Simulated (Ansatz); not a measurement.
# C₃HGeN₃: how energies converge with the basis set

One table from this session's results is given with a row withheld; the runs are named, their logs left out.

Method: one geometry, several basis sets; program: Ansatz 0.2.0, Gaussian basis.

The runs, in order: PBE0-D4/def2-SVP; ωB97M-V/def2-SVP; PBE0-D4/def2-QZVPP; ωB97M-V/def2-QZVPP; the functionals' def2-TZVPP values are taken from earlier runs.

## Structure used throughout

All runs share one geometry, relaxed beforehand with PBE0-D4 in a triple-zeta def2 set.

SMILES `N#[C][GeH]([C]#N)[C]#N`, 8 atoms, charge 0, spin multiplicity 1.

Atoms are counted from 1 here; the program's logs count them from 0.

Bond lengths: N1–C2 1.150 Å, C2–Ge3 1.905 Å, Ge3–C4 1.905 Å, Ge3–C6 1.905 Å, Ge3–H8 1.519 Å, C4–N5 1.150 Å, C6–N7 1.150 Å. Angles: N1–C2–Ge3 178.4°, C2–Ge3–C4 107.6°, C2–Ge3–C6 107.6°, C2–Ge3–H8 111.3°, C4–Ge3–C6 107.6°, C4–Ge3–H8 111.3°, C6–Ge3–H8 111.3°, Ge3–C4–N5 178.4°, Ge3–C6–N7 178.4°.

Set-up of the first run:

Contents of in.yaml:

```yaml
crystal:
  periodic: [false, false, false]
  atoms:
    - {symbol: N, position_ang: [1.864461, -0.851544, 2.087727]}
    - {symbol: C, position_ang: [1.175065, -0.649544, 1.189437]}
    - {symbol: Ge, position_ang: [0.049540, -0.361409, -0.319901]}
    - {symbol: C, position_ang: [0.544614, 1.304907, -1.098508]}
    - {symbol: N, position_ang: [0.848646, 2.296119, -1.596563]}
    - {symbol: C, position_ang: [-1.736724, -0.189607, 0.318616]}
    - {symbol: N, position_ang: [-2.823866, -0.110043, 0.685745]}
    - {symbol: H, position_ang: [0.170462, -1.495979, -1.322252]}
basis:
  gaussian: {orbitals: def2-SVP}
hamiltonian: {xc: pbe0, dispersion: d4}
output: {orbitals: {seedname: orbitals}}
```

Run with:

```bash
$ ansatz run in.yaml --threads 4 --pin off --events-out ev --progress --plain --max-ram 10444MiB
```

Steps of the session up to this table: PBE0-D4 in def2-SVP; ωB97M-V in def2-SVP; PBE0-D4 in def2-QZVPP; ωB97M-V in def2-QZVPP.

One table of the session follows, with a row left open; its other results are not shown here.

It belongs to the step «Functionals by basis». 

```
functional       basis  HOMO (eV)  LUMO (eV)
   PBE0-D4    def2-SVP     -10.75      -1.91
   PBE0-D4  def2-TZVPP     -10.84      -2.06
   PBE0-D4  def2-QZVPP          ?          ?
   ωB97M-V    def2-SVP     -13.01       0.25
   ωB97M-V  def2-TZVPP     -13.14       0.04
   ωB97M-V  def2-QZVPP     -13.16       0.00
```

Estimate the missing values for PBE0-D4, def2-QZVPP.

**Answer.** HOMO (eV): -10.85; LUMO (eV): -2.09. In the column «HOMO (eV)» it lies between ωB97M-V, def2-SVP (-13.01) and PBE0-D4, def2-TZVPP (-10.84).
